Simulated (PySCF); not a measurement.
# C₅H₁₀NSi−: NMR shifts and electronic excitations in gas and solvents, part 2 of 2

PySCF 2.14.0. Atoms count from 0.

### Step 5. Ultraviolet spectrum: wB97X-D/def2-SVPD

What the job is given:

```
{"job": {"kind": "uv", "xc": "wB97X-D", "basis": "def2-SVPD", "dynamic": true, "nstates": 6, "ntriplets": 0}, "charge": -1, "multiplicity": 1}
C     -0.228362    -0.046942     1.359782
C     -0.208973     0.093495    -0.159017
C     -0.376449    -1.284542    -0.795524
C     -1.362278     0.996088    -0.595294
Si     1.461612     0.924608    -0.870683
C      2.672692    -0.234746     0.074920
N      3.424246    -0.998978     0.539438
H     -0.121192     0.933958     1.850795
H     -1.178865    -0.502213     1.715106
H      0.601290    -0.680621     1.711640
H     -0.387897    -1.219825    -1.896661
H      0.452122    -1.955007    -0.512720
H     -1.323256    -1.767240    -0.474432
H     -1.266557     2.006684    -0.161926
H     -1.390519     1.110700    -1.692393
H     -2.342033     0.587252    -0.271942
H      1.555038     2.047682     0.185948
```

Method: TDDFT wB97X-D/def2-SVPD, vertical, gas phase, core orbitals frozen in the response.

Output:

```text
coarse grid: 14320 points
cycle   1  E = -540.3221038381  dE =  3.569e-01  |g| = 4.569e-01  |ddm| = 8.317e+00
cycle   2  E = -540.3178307406  dE =  4.273e-03  |g| = 5.708e-01  |ddm| = 1.991e+00
cycle   3  E = -540.3878534577  dE = -7.002e-02  |g| = 9.641e-02  |ddm| = 9.117e-01
cycle   4  E = -540.3900712290  dE = -2.218e-03  |g| = 3.910e-02  |ddm| = 3.062e-01
cycle   5  E = -540.3904971175  dE = -4.259e-04  |g| = 1.086e-02  |ddm| = 2.205e-01
cycle   6  E = -540.3905403835  dE = -4.327e-05  |g| = 2.744e-03  |ddm| = 7.966e-02
cycle   7  E = -540.3905467858  dE = -6.402e-06  |g| = 9.563e-04  |ddm| = 7.680e-02
final grid: 132680 points
cycle   8  E = -540.4693575854  dE = -8.705e-05  |g| = 5.925e-03  |ddm| = 2.662e-01
cycle   9  E = -540.4693513641  dE =  6.221e-06  |g| = 8.478e-03  |ddm| = 3.505e-02
cycle  10  E = -540.4693664755  dE = -1.511e-05  |g| = 9.652e-04  |ddm| = 1.135e-02
cycle  11  E = -540.4693667123  dE = -2.368e-07  |g| = 3.641e-04  |ddm| = 7.101e-03
cycle  12  E = -540.4693667629  dE = -5.054e-08  |g| = 7.425e-05  |ddm| = 3.572e-03
cycle  13  E = -540.4693667657  dE = -2.808e-09  |g| = 3.612e-05  |ddm| = 1.196e-03
cycle  14  E = -540.4693667664  dE = -7.683e-10  |g| = 8.571e-06  |ddm| = 8.016e-04
converged SCF energy = -540.4693667664

Static polarisability (au): isotropic 115.953, principal 101.832 117.441 128.586

Singlet excitations
state   eV       nm        f      main configurations
  1   4.3378    285.8   0.06209   H->L 0.36, H->L+2 0.31, H->L+1 0.21
  2   4.6653    265.8   0.15395   H->L 0.38, H->L+4 0.24, H->L+2 0.17
  3   4.9774    249.1   0.12604   H->L+1 0.42, H->L+5 0.27, H->L+2 0.21
  4   5.3542    231.6   0.06973   H->L+3 0.44, H->L 0.19, H->L+4 0.15
  5   5.6060    221.2   0.09437   H->L+5 0.26, H->L+4 0.24, H->L+2 0.21
  6   6.0560    204.7   0.01285   H->L+3 0.31, H->L+4 0.30, H->L+5 0.20
```

Wall time 2.9 min (1 thread of Intel Xeon at 2.50GHz, shared host); peak memory 0.97 GiB.

The orbitals next to the gap, with their largest atomic shares:

```
orbital     eV                        atoms
 HOMO−3  -6.89     N6 45 %, C5 36 %, C0 4 %
 HOMO−2  -6.52   N6 33 %, C5 27 %, Si4 18 %
 HOMO−1  -5.01  C1 28 %, Si4 22 %, H16 13 %
   HOMO  -2.62    Si4 61 %, C5 10 %, C1 9 %
   LUMO   5.43   C3 17 %, C2 10 %, H15 10 %
 LUMO+1   6.14    Si4 22 %, C5 11 %, C3 9 %
 LUMO+2   6.25   Si4 24 %, C5 12 %, N6 10 %
```

With each of the 6 states as a Gaussian band of 0.4 eV half-width at 1/e, the curve within the window shown has maxima at 259 nm (ε 11,000) L/(mol cm). Beyond the last state computed it falls off for lack of states. The curve at chosen wavelengths:

| nm | ε (L/mol/cm) |
| --- | --- |
| 195 | 415 |
| 200 | 923 |
| 206 | 2034 |
| 211 | 3416 |
| 217 | 5262 |
| 222 | 6519 |
| 228 | 7467 |
| 233 | 7998 |
| 239 | 8699 |
| 244 | 9431 |
| 249 | 10172 |
| 255 | 10787 |
| 260 | 10883 |
| 266 | 10418 |
| 271 | 9604 |
| 277 | 8282 |
| 282 | 7043 |
| 287 | 5798 |
| 293 | 4410 |
| 298 | 3401 |
| 304 | 2398 |
| 309 | 1739 |
| 315 | 1141 |
| 320 | 781 |
| 326 | 479 |
| 331 | 311 |

Leading natural transition orbitals of singlet state 2: the hole lies on Si4 65 %; H16 10 %; C1 6 %; the particle on Si4 21 %; H16 19 %; C5 15 %.

Leading natural transition orbitals of singlet state 1: the hole lies on Si4 64 %; H16 11 %; N6 6 %; the particle on C5 17 %; Si4 16 %; N6 14 %.

Further results of this job:

```
           property  computed
polarisability (Å³)     17.18
 HOMO–LUMO gap (eV)      8.05
      −ε(HOMO) (eV)      2.62
C6 with itself (au)      4342
```

Orbitals, density, ELF and potential are computed afterwards from the orbital file.

Frontier orbitals at wB97X-D/def2-SVPD, with the share of their density that lies nearest to each atom:

```
orbital  energy (eV)                                       lies on
   HOMO        -2.62                    Si4 65 %; H16 10 %; C1 7 %
   LUMO         5.43  H15 16 %; 4 H atoms about 11 % each; H10 9 %
```

ELF in a plane through or near 6 of the atoms.

Values, 10 rows by 14 columns:
```
0.00 0.00 0.00 0.00 0.00 0.00 0.00 0.00 0.00 0.00 0.00 0.00 0.00 0.00
0.00 0.00 0.00 0.00 0.00 0.13 0.16 0.00 0.00 0.00 0.00 0.00 0.00 0.00
0.00 0.00 0.00 0.00 0.08 0.95 0.94 0.04 0.21 0.84 0.03 0.00 0.00 0.00
0.00 0.00 0.05 0.13 0.09 0.43 0.49 0.02 0.91 0.98 0.11 0.00 0.00 0.00
0.00 0.05 0.51 0.61 0.70 0.46 0.51 0.54 0.65 0.59 0.51 0.04 0.00 0.00
0.00 0.44 0.92 0.38 0.58 0.52 0.58 0.33 0.72 0.84 0.88 0.11 0.00 0.00
0.00 0.27 0.83 0.75 0.38 0.02 0.71 0.39 0.46 0.02 0.03 0.00 0.00 0.00
0.00 0.00 0.05 0.07 0.01 0.59 0.99 0.49 0.67 0.14 0.00 0.00 0.00 0.00
0.00 0.00 0.00 0.00 0.00 0.03 0.18 0.04 0.06 0.01 0.00 0.00 0.00 0.00
0.00 0.00 0.00 0.00 0.00 0.00 0.00 0.00 0.00 0.00 0.00 0.00 0.00 0.00
```
The map spans 12.4 Å across and 9.5 Å up, centred on the molecule. Atoms in the plane (x, y in Å): C1 (0.3, 0.0), C2 (0.3, -1.5), C3 (1.6, 0.5), N6 (-3.6, -0.3), H11 (-0.7, -1.9), H13 (1.7, 1.6).

On the surface of density 0.002 e/bohr³ the electrostatic potential runs, from the 1st to the 99th percentile, from -5.28 V near Si4 to -2.59 V near H15.

### Step 6. TDDFT and polarisability: wB97X-D/def2-SVPD in chloroform

Settings changed since step 5:

```diff
@@ -1,2 +1,2 @@
-{"job": {"kind": "uv", "xc": "wB97X-D", "basis": "def2-SVPD", "dynamic": true, "nstates": 6, "ntriplets": 0}, "charge": -1, "multiplicity": 1}
+{"job": {"kind": "uv", "xc": "wB97X-D", "basis": "def2-SVPD", "solvent": "chloroform", "nstates": 6, "ntriplets": 0}, "charge": -1, "multiplicity": 1}
 C     -0.228362    -0.046942     1.359782
```

Level: TDDFT wB97X-D/def2-SVPD, vertical, IEF-PCM chloroform (non-equilibrium linear response), core orbitals frozen in the response.

Output:

```text
coarse grid: 14320 points
cycle   1  E = -540.3924523645  dE =  2.870e-01  |g| = 4.400e-01  |ddm| = 8.347e+00
cycle   2  E = -540.3922210867  dE =  2.313e-04  |g| = 5.255e-01  |ddm| = 1.762e+00
cycle   3  E = -540.4514337043  dE = -5.921e-02  |g| = 8.088e-02  |ddm| = 8.105e-01
cycle   4  E = -540.4530648803  dE = -1.631e-03  |g| = 3.538e-02  |ddm| = 2.694e-01
cycle   5  E = -540.4534444852  dE = -3.796e-04  |g| = 9.238e-03  |ddm| = 1.438e-01
cycle   6  E = -540.4534830783  dE = -3.859e-05  |g| = 2.898e-03  |ddm| = 6.191e-02
cycle   7  E = -540.4534920514  dE = -8.973e-06  |g| = 1.089e-03  |ddm| = 5.148e-02
final grid: 132680 points
cycle   8  E = -540.5322775575  dE = -8.955e-05  |g| = 5.918e-03  |ddm| = 2.536e-01
cycle   9  E = -540.5322733939  dE =  4.164e-06  |g| = 7.909e-03  |ddm| = 3.059e-02
cycle  10  E = -540.5322865586  dE = -1.316e-05  |g| = 9.228e-04  |ddm| = 1.053e-02
cycle  11  E = -540.5322867931  dE = -2.345e-07  |g| = 3.609e-04  |ddm| = 5.816e-03
cycle  12  E = -540.5322868476  dE = -5.450e-08  |g| = 6.713e-05  |ddm| = 2.657e-03
cycle  13  E = -540.5322868515  dE = -3.938e-09  |g| = 4.012e-05  |ddm| = 1.016e-03
cycle  14  E = -540.5322868525  dE = -9.816e-10  |g| = 9.420e-06  |ddm| = 5.441e-04
converged SCF energy = -540.5322868525

Static polarisability (au): isotropic 148.187, principal 131.669 148.627 164.265

Singlet excitations
state   eV       nm        f      main configurations
  1   4.3804    283.0   0.08037   H->L 0.63, H->L+1 0.29
  2   4.9428    250.8   0.27383   H->L+2 0.78, H->L 0.11
  3   5.0121    247.4   0.20704   H->L+1 0.50, H->L+3 0.20, H->L 0.13
  4   5.7125    217.0   0.13566   H->L+4 0.48, H->L+6 0.32, H->L+3 0.13
  5   5.8672    211.3   0.06001   H->L+3 0.38, H->L+4 0.23, H->L+7 0.21
  6   6.5487    189.3   0.05026   H-1->L 0.39, H->L+6 0.18, H->L+3 0.10
```

Run time: 2.1 min. Hardware: 1 thread of Intel Xeon at 2.50GHz, shared host; peak memory 1.1 GiB.

In short: HOMO -5.89 eV, LUMO 2.87 eV; lowest singlet 4.38 eV.

### Step 7. Ultraviolet spectrum: wB97X-D/def2-SVPD in tetrahydrofuran

Settings changed since step 6:

```diff
@@ -1,2 +1,2 @@
-{"job": {"kind": "uv", "xc": "wB97X-D", "basis": "def2-SVPD", "solvent": "chloroform", "nstates": 6, "ntriplets": 0}, "charge": -1, "multiplicity": 1}
+{"job": {"kind": "uv", "xc": "wB97X-D", "basis": "def2-SVPD", "solvent": "tetrahydrofuran", "nstates": 6, "ntriplets": 0}, "charge": -1, "multiplicity": 1}
 C     -0.228362    -0.046942     1.359782
```

Method: TDDFT wB97X-D/def2-SVPD, vertical, IEF-PCM tetrahydrofuran (non-equilibrium linear response), core orbitals frozen in the response.

Output:

```text
coarse grid: 14320 points
cycle   1  E = -540.3997299904  dE =  2.797e-01  |g| = 4.384e-01  |ddm| = 8.351e+00
cycle   2  E = -540.4000424394  dE = -3.124e-04  |g| = 5.205e-01  |ddm| = 1.771e+00
cycle   3  E = -540.4581483184  dE = -5.811e-02  |g| = 7.935e-02  |ddm| = 8.024e-01
cycle   4  E = -540.4597350191  dE = -1.587e-03  |g| = 3.495e-02  |ddm| = 2.664e-01
cycle   5  E = -540.4601139433  dE = -3.789e-04  |g| = 9.115e-03  |ddm| = 1.429e-01
cycle   6  E = -540.4601537266  dE = -3.978e-05  |g| = 2.991e-03  |ddm| = 6.244e-02
cycle   7  E = -540.4601638514  dE = -1.012e-05  |g| = 1.144e-03  |ddm| = 5.134e-02
cycle   8  E = -540.4601653212  dE = -1.470e-06  |g| = 3.460e-04  |ddm| = 2.143e-02
final grid: 132680 points
cycle   9  E = -540.5389462364  dE = -8.970e-05  |g| = 5.656e-03  |ddm| = 2.517e-01
cycle  10  E = -540.5389426330  dE =  3.603e-06  |g| = 7.512e-03  |ddm| = 2.879e-02
cycle  11  E = -540.5389544914  dE = -1.186e-05  |g| = 8.397e-04  |ddm| = 9.815e-03
cycle  12  E = -540.5389546808  dE = -1.894e-07  |g| = 3.644e-04  |ddm| = 4.962e-03
cycle  13  E = -540.5389547271  dE = -4.633e-08  |g| = 7.369e-05  |ddm| = 1.627e-03
cycle  14  E = -540.5389547299  dE = -2.716e-09  |g| = 3.602e-05  |ddm| = 4.702e-04
cycle  15  E = -540.5389547305  dE = -6.596e-10  |g| = 7.796e-06  |ddm| = 3.521e-04
converged SCF energy = -540.5389547305

Static polarisability (au): isotropic 154.751, principal 138.332 154.789 171.133

Singlet excitations
state   eV       nm        f      main configurations
  1   4.3909    282.4   0.07684   H->L 0.73, H->L+1 0.20
  2   4.9613    249.9   0.25790   H->L+2 0.85
  3   5.0465    245.7   0.22188   H->L+1 0.62, H->L+3 0.18, H->L 0.11
  4   5.7428    215.9   0.14038   H->L+4 0.55, H->L+6 0.26, H->L+3 0.12
  5   5.9061    209.9   0.05038   H->L+3 0.40, H->L+4 0.21, H->L+7 0.20
  6   6.5767    188.5   0.03905   H-1->L 0.61, H->L+6 0.10
```

Run time: 1.9 min. Hardware: 1 thread of Intel Xeon at 2.50GHz, shared host; peak memory 1.1 GiB.

Key values: HOMO -6.23 eV, LUMO 2.57 eV; lowest singlet 4.39 eV.

### Step 8. Comparing the runs: NMR shifts

Shifts (ppm), means over like atoms, with basis size and wall time:

```
                             run     C5    C0    C1   H16    H7    Si4     N6  functions  time
     PBE0/pcSseg-1 in chloroform  153.1  34.8  21.7  3.24  1.09  -64.6  344.6        176  82 s
PBE0/pcSseg-1 in tetrahydrofuran  153.8  34.8  22.0  3.20  1.11  -65.1  343.7        176  77 s
```

The continuum's effect on the ground state:

```
        solvent     ε  polarisation energy (Eh)
     chloroform  4.71                   -0.0650
tetrahydrofuran  7.43                   -0.0722
```

### Step 9. Comparing the runs: electronic excitations

Excitations and ground-state properties, with basis size and wall time:

```
                                 run  lowest singlet (eV)  brightest (eV)      f  gap (eV)  α (Å³)  functions     time
                   wB97X-D/def2-SVPD                 4.34            4.67  0.154      8.05   17.18        224  2.9 min
     wB97X-D/def2-SVPD in chloroform                 4.38            4.94  0.274      8.76   21.96        224  2.1 min
wB97X-D/def2-SVPD in tetrahydrofuran                 4.39            4.96  0.258      8.80   22.93        224  1.9 min
```

The continuum's effect on the ground state:

```
        solvent     ε  polarisation energy (Eh)
     chloroform  4.71                   -0.0648
tetrahydrofuran  7.43                   -0.0721
```

### Step 10. Outcome

What follows sums up all 2 parts.

| quantity | value |
| --- | --- |
| point group | C1 |
| rotational constants (main isotopes) | 3.26, 1.47, 1.31 GHz |
| ¹³C shifts against TMS (PBE0/pcSseg-1, chloroform, means over atoms taken as alike) | 153.1, 34.8, 21.7 ppm |
| ¹H shifts against TMS (PBE0/pcSseg-1, chloroform, means over atoms taken as alike) | 3.24, 1.09 ppm |
| ²⁹Si shifts against TMS (PBE0/pcSseg-1, chloroform) | -64.6 ppm |
| ¹⁵N shifts against NH3 (PBE0/pcSseg-1, chloroform) | 344.6 ppm |
| lowest singlet (wB97X-D/def2-SVPD) | 4.34 eV (286 nm), f = 0.062 |
| brightest single state of those computed | state 2, 4.67 eV, f = 0.154 |
| range of the shift of N6 | 343.7 to 344.6 ppm |
| range of the lowest singlet | 4.34 to 4.39 eV |

The optimisation took 5 steps and gained 0.269 eV; among the close pairs (by a distance rule), Si4–C5 changed most, from 1.837 to 1.925 Å. No frequency check was run at this level, so the end point may be a saddle. At PBE0/pcSseg-1: Shielding is most anisotropic at N6 (span 499 ppm, paramagnetic term -420 ppm). The first singlet state (HOMO→LUMO 0.36, HOMO→LUMO+2 0.31) lies at 4.34 eV and is bright; of the 6 states computed, the strongest absorption comes from state 2 at 4.67 eV. The lowest singlet lies above −ε(HOMO); no detachment energy was computed, so the anion's states may not be bound. Across the 2 runs the shift of N6 moves most, between 343.7 (PBE0/pcSseg-1 in tetrahydrofuran) and 344.6 ppm (PBE0/pcSseg-1 in chloroform). The continuum holds electrostatics alone: no hydrogen bonds to the solvent, and the gas-phase geometry is kept. The lowest singlet runs from 4.34 eV (wB97X-D/def2-SVPD) to 4.39 eV (wB97X-D/def2-SVPD in tetrahydrofuran), while the orbital gap spans 8.05 to 8.80 eV. The lowest state need not be the same one in every run.
